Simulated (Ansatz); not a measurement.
# C₃H₉BO: how energies converge with the basis set

How large a basis does C₃H₉BO need? Two functionals are run in growing sets.

Computed with Ansatz 0.2.0, Gaussian basis. Level: one geometry, several basis sets.

Plan: PBE0-D4/def2-SVP; ωB97M-V/def2-SVP; PBE0-D4/def2-QZVPP; ωB97M-V/def2-QZVPP; the functionals' def2-TZVPP values are taken from earlier runs.

### 1 The geometry

The geometry comes from an earlier relaxation with PBE0-D4 in a triple-zeta def2 set; it is a stationary point, not always the lowest conformer.

14 atoms, charge 0, spin multiplicity 1.

Atoms are counted from 1 here; the program's logs count them from 0.

Bond lengths: C1–B2 1.558 Å, C1–H6 1.091 Å, C1–H7 1.094 Å, C1–H8 1.102 Å, B2–C3 1.563 Å, B2–H9 1.204 Å, C3–C4 1.514 Å, C3–H10 1.102 Å, C3–H11 1.101 Å, C4–O5 1.414 Å, C4–H12 1.093 Å, C4–H13 1.100 Å, O5–H14 0.961 Å. Angles: B2–C1–H6 116.3°, B2–C1–H7 112.5°, B2–C1–H8 105.9°, H6–C1–H7 109.6°, H6–C1–H8 107.2°, H7–C1–H8 104.6°, C1–B2–C3 125.4°, C1–B2–H9 117.9°, C3–B2–H9 116.7°, B2–C3–C4 118.4°, B2–C3–H10 107.2°, B2–C3–H11 106.7°, C4–C3–H10 110.5°, C4–C3–H11 109.6°, H10–C3–H11 103.4°, C3–C4–O5 113.6°, C3–C4–H12 110.3°, C3–C4–H13 110.0° and more.

### 2 PBE0-D4 in def2-SVP

in.yaml reads:

```yaml
crystal:
  periodic: [false, false, false]
  atoms:
    - {symbol: C, position_ang: [-1.670838, -0.896901, 0.622875]}
    - {symbol: B, position_ang: [-0.124870, -1.075267, 0.688084]}
    - {symbol: C, position_ang: [0.923244, -0.141116, 0.001395]}
    - {symbol: C, position_ang: [0.425170, 1.099732, -0.709075]}
    - {symbol: O, position_ang: [1.438226, 1.799235, -1.405132]}
    - {symbol: H, position_ang: [-2.030840, 0.075174, 0.281663]}
    - {symbol: H, position_ang: [-2.161729, -1.159261, 1.564308]}
    - {symbol: H, position_ang: [-2.031051, -1.648227, -0.097595]}
    - {symbol: H, position_ang: [0.307239, -2.035948, 1.270226]}
    - {symbol: H, position_ang: [1.672124, 0.126058, 0.764493]}
    - {symbol: H, position_ang: [1.491527, -0.767089, -0.704550]}
    - {symbol: H, position_ang: [-0.313386, 0.830947, -1.468569]}
    - {symbol: H, position_ang: [-0.081738, 1.764734, 0.005197]}
    - {symbol: H, position_ang: [2.143925, 1.998629, -0.784619]}
basis:
  gaussian: {orbitals: def2-SVP}
hamiltonian: {xc: pbe0, dispersion: d4}
output: {orbitals: {seedname: orbitals}}
```

Further steps of the session: ωB97M-V in def2-SVP; PBE0-D4 in def2-QZVPP; ωB97M-V in def2-QZVPP.

Before running them: what should the planned runs give, taken together? Wanted: PBE0-D4: double and triple zeta above quadruple; ωB97M-V: double and triple zeta above quadruple.

**Answer**, as computed:

```
                                       quantity          value
PBE0-D4: double and triple zeta above quadruple  7.16, 0.36 eV
ωB97M-V: double and triple zeta above quadruple  7.51, 0.35 eV
```

For PBE0-D4 the step from double to triple zeta gains 6.80 eV and the next only 0.36 eV. Total energies overstate the basis error of differences, where much of it tends to cancel.
